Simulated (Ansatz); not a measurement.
## GaF in Ansatz: the effect of functional

GaF:

```
Ga F
1.0
     3.16592    0.00000    0.00000
     0.00000    3.16592    0.00000
     0.00000    0.00000    3.16592
Ga F
1 1
Direct
  0.00000 0.00000 0.00000
  0.50000 0.50000 0.50000
```

The cell was built by a generator and needn't be a form met in nature.

Alike in all runs:

- Program: Ansatz 0.2.0
- Task: projected density of states
- Potentials or basis: Ansatz PAW
- k mesh: 5 × 5 × 5
- Occupations: fermi-dirac, width 0.05 eV
- Spin: no spin polarisation

**Question.** One run gave: gap on the mesh 2.86 eV; pressure -0.6 GPa. Which functional did it use?
A. r2SCAN0
B. HSE06
C. revPBE
D. LDA
E. RPBE

**Answer.** B.

```csv
functional,cutoff,gap on the mesh (eV),pressure (GPa)
LDA,420 eV (not typed: the program's choice for these potentials),2.36,-6.6
PBEsol,420 eV (not typed: the program's choice for these potentials),2.28,-3.9
RPBE,420 eV (not typed: the program's choice for these potentials),2.35,2.7
revPBE,420 eV (not typed: the program's choice for these potentials),2.35,1.9
BLYP,420 eV (not typed: the program's choice for these potentials),2.61,3.1
r2SCAN,500 eV (not typed: the program's choice for these potentials),2.53,-2.1
HSE06,420 eV (not typed: the program's choice for these potentials),2.86,-0.6
PBE0,420 eV (not typed: the program's choice for these potentials),3.54,-0.7
r2SCAN0,500 eV (not typed: the program's choice for these potentials),3.72,-1.7
```

Caveats: odd divisions of the mesh miss points on the zone boundary, where band edges often lie, so the gap on the mesh can be too wide; the PAW data sets come from PBE, with cores solved anew for the run's functional, which leaves a small shift of forces and pressure; the density of states is complete only up to the lowest level of the last band computed; the thresholds are loose for stress (some runs).

A k mesh can miss the band edges.

Runs at the PBE level aren't shown here.
